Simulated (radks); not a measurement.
# B⁴⁺ in 1s0.5 2p0.5: an all-electron calculation

What are the levels of the boron ion B4+, how large are its shells, and how does its energy divide?

Method: Dirac Kohn-Sham, LDA (Slater exchange, VWN5 correlation), spin-unpolarised, spherical densities, point nucleus; open shells fill j = l - 1/2 first. Code: radks (a radial shooting solver on a logarithmic mesh, Libxc functionals) version 1.

### Step 1. The system

* element: boron (Z = 5)
* charge: +4
* electrons: 1
* configuration: 1s0.5 2p0.5

### Step 2. Self-consistent calculation

Settings of this run:

```text
Z 5
configuration 1s0.5 2p0.5
relativity Dirac
functional lda,vwn5
spin unpolarised
j_filling energy
nucleus point
c 137.035999084
```

On the command line:

```console
python run_ks.py task.json out
```

All runs below come from this command, one after another.

**Question.** What will this run give?

As calculated:

| quantity | value |
| --- | --- |
| total energy | -7.65617 hartree |
| exchange-correlation share of it | 8.22 % |
| −T/E | 0.9959 |
| highest occupied level | 2p1/2, -68.686 eV |
| most extended occupied level | 2p1/2, <r> = 1.07 bohr |
| radius at density 0.001 e/bohr³ | 2.07 bohr |
| maxima of the radial density | 1 |

**Reading.** The radial density shows 1 maxima for 2 occupied principal shells; where shells overlap, one shows as a shoulder or not at all. This is not the tabulated ground configuration, so its levels and sizes aren't those of the ground state, and no measured value stands beside it.
